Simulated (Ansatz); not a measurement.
# BaCaF4: the cell at several levels of theory

Aim: relax BaCaF4 in the fluorite host structure with PBE, r2SCAN and PBEsol and see how far the functionals disagree on the cell. This is a trial cell built on a prototype, not taken from a measured structure, and it needn't be the compound's ground state.

Code: Ansatz 0.2.0. PAW datasets, plane waves, zero pressure. These are computed values for a spin-unpolarised cell that may be hypothetical; none is a measurement.

## (1) The structure to begin with

It is trigonal, R-3m (No. 166); conventional cell a = 4.108 Å, c = 20.124 Å, 16.34 Å³ an atom. Near Ba stand 8 F at 2.52 Å; near F stand 3 Ca at 2.52 Å and 1 Ba at 2.52 Å; near F stand 3 Ba at 2.52 Å and 1 Ca at 2.52 Å; near Ca stand 8 F at 2.52 Å.

As a file:

```
CELL_PARAMETERS angstrom
2.05394 1.18584 6.70812
-2.05394 1.18584 6.70812
0.00000 -2.37168 6.70812
ATOMIC_POSITIONS crystal
Ba 0.00000 0.00000 0.00000
F 0.12500 0.12500 0.12500
F 0.37500 0.37500 0.37500
Ca 0.50000 0.50000 0.50000
F 0.62500 0.62500 0.62500
F 0.87500 0.87500 0.87500
```

## (2) Relaxing with PBE

input.yaml

```yaml
crystal:
  lattice:
    - [2.05393505, 1.18583995, 6.70812378]
    - [-2.05393505, 1.18583995, 6.70812378]
    - [0.0, -2.37167991, 6.70812378]
  atoms:
    - { symbol: Ba, position: [0.0, 0.0, 0.0] }
    - { symbol: F, position: [0.125, 0.125, 0.125] }
    - { symbol: F, position: [0.375, 0.375, 0.375] }
    - { symbol: Ca, position: [0.5, 0.5, 0.5] }
    - { symbol: F, position: [0.625, 0.625, 0.625] }
    - { symbol: F, position: [0.875, 0.875, 0.875] }
kpoints:
  mp_grid: { grid: [6, 6, 6] }
hamiltonian:
  xc: pbe
scf:
  occupations: { method: fermi_dirac, width: 0.02 }
relax:
  f_tol: 0.005
  cell: {}
output:
  write_density: true
  write_potential: true
  elf: true
  volumetric_format: npy
```

Launch:

```bash
$ ansatz run input.yaml --threads 4 --pin off --max-ram 6451MiB --backend cpu --events-out ev --progress --plain --runs-dir out
```

After this run come: Relaxing with r2SCAN; Relaxation with PBEsol.

What does the calculation give? Wanted: for each run, a; c; volume; space group; SCF geometries.

As calculated:

```
 level  a (Å)   c (Å)  volume (Å³/atom)  space group  SCF geometries
   PBE  4.192  20.219            17.095         R-3m              10
r2SCAN  4.141  20.065            16.555         R-3m               6
PBEsol  4.119  19.911            16.252         R-3m               8
```

From the start to the first minimum the volume moved by +4.6 %. PBEsol gives the smallest cell and PBE the largest; they differ by 5.2 % in volume, a mean of 1.7 % in length.
